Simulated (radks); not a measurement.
**Br²⁺ with its nuclear charge varied continuously**

One table from this session's results is given with a row withheld; the runs are named, their logs left out.

Program: radks (a radial shooting solver on a logarithmic mesh, Libxc functionals) version 1. Level of theory: scalar-relativistic Kohn-Sham, r2SCAN, spin-polarised, spherical densities, finite nucleus; open shells are filled with parallel spins first. These are calculated values, not measurements, unless marked.

## Starting point

```
element            : bromine (Z = 35)
charge             : +2
electrons          : 33
configuration      : [Ar] 3d10 4s2 4p3
nuclear rms radius : 4.1629 fm
```

The outer shells:

Br²⁺
```
[Ar] core
3d [↑↓][↑↓][↑↓][↑↓][↑↓]
4s [↑↓]
4p [↑ ][↑ ][↑ ]
```

Set-up of the first run:

Input:

```text
Z 35
configuration [Ar] 3d10 4s2 4p3
relativity scalar-relativistic
functional r2scan,r2scan
spin polarised
nucleus finite rms 4.1629 fm
c 137.035999084
```

Among the steps run: Z = 35.

One of the session's tables, all rows but one given; the rest of the session is left out.

It belongs to the step «Z = 35». From the orbitals of this run (lengths in bohr):

```
  level     <r>  outermost maximum (interpolated)  90 % within  nodes
  3p up  0.5632                             0.481        0.859      1
3p down  0.5630                             0.481        0.858      1
  3d up  0.5903                             0.433        0.972      0
3d down  0.5867                             0.433        0.963      0
  4s up       ?                                 ?            ?      ?
4s down   1.591                              1.39         2.34      3
  4p up   1.834                              1.58         2.72      2
4p down   1.831                              1.57         2.73      2
```

Estimate the missing values for 4s up.

**Answer.** <r>: 1.597; outermost maximum (interpolated): 1.40; 90 % within: 2.34; nodes: 3. In the column «<r>» it lies between 4s down (1.591) and 4p down (1.831).

Caveats from the session: At Z = 35 the central difference of E is -178.978 hartree, against -178.701 from the Hellmann-Feynman theorem; the scalar-relativistic energy here is not variational, so the two differ by a part that grows with Z.
